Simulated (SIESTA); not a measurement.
InSb3:

```
CELL_PARAMETERS angstrom
0.00000 3.79455 3.79455
3.79455 0.00000 3.79455
3.79455 3.79455 0.00000
ATOMIC_POSITIONS crystal
Sb 0.50000 0.50000 0.50000
Sb 0.75000 0.75000 0.75000
Sb 0.25000 0.25000 0.25000
In 0.00000 0.00000 0.00000
```

The cell comes from a database or a generator and needn't be the stable form of this composition.

```yaml
Program: SIESTA 5.4.2
Task: single point
Functional: PBE
Potentials_or_basis: PseudoDojo 0.4 standard (PBE files)
Basis: DZP (energy shift 0.003 Ry; two zetas on semicore shells)
Grid_cutoff: 500 Ry
Energy_shift: 0.003 Ry
k_mesh: 6 × 6 × 6
Occupations: fermi-dirac, width 0.05 eV
Spin: no spin polarisation
```

On this cell: pressure 1.3 GPa; largest force zero by symmetry; band gap on the k mesh none (metal or under the smearing width).

The same run follows on a disturbed copy (atoms moved at random, drawn with an rms of 0.05 Å):

```
Sb In
1.0
     0.00000    3.79455    3.79455
     3.79455    0.00000    3.79455
     3.79455    3.79455    0.00000
Sb In
3 1
Cartesian
  3.7799 3.7577 3.8583
  5.6264 5.6284 5.7000
  1.9345 1.8573 1.9199
  0.0151 0.0023 -0.0521
```

Question: What does the disturbed cell give?

Answer: The energy (extrapolated to zero smearing) moves by +5.9 meV/atom; pressure 1.4 GPa; largest force 0.279 eV/Å; band gap on the k mesh none (metal or under the smearing width).

Forces in eV/Å, atoms in the order of the input:
```
Sb   0.029  0.020 -0.161
Sb   0.183  0.101 -0.015
Sb  -0.137  0.011 -0.058
In  -0.075 -0.134  0.233
```

Stress tensor (GPa, compression positive):
```
1.47 0.08 0.09
0.08 1.32 0.37
0.09 0.37 1.42
```

Caveats: the basis of atomic orbitals isn't converged, which shifts pressures, moduli and gaps.
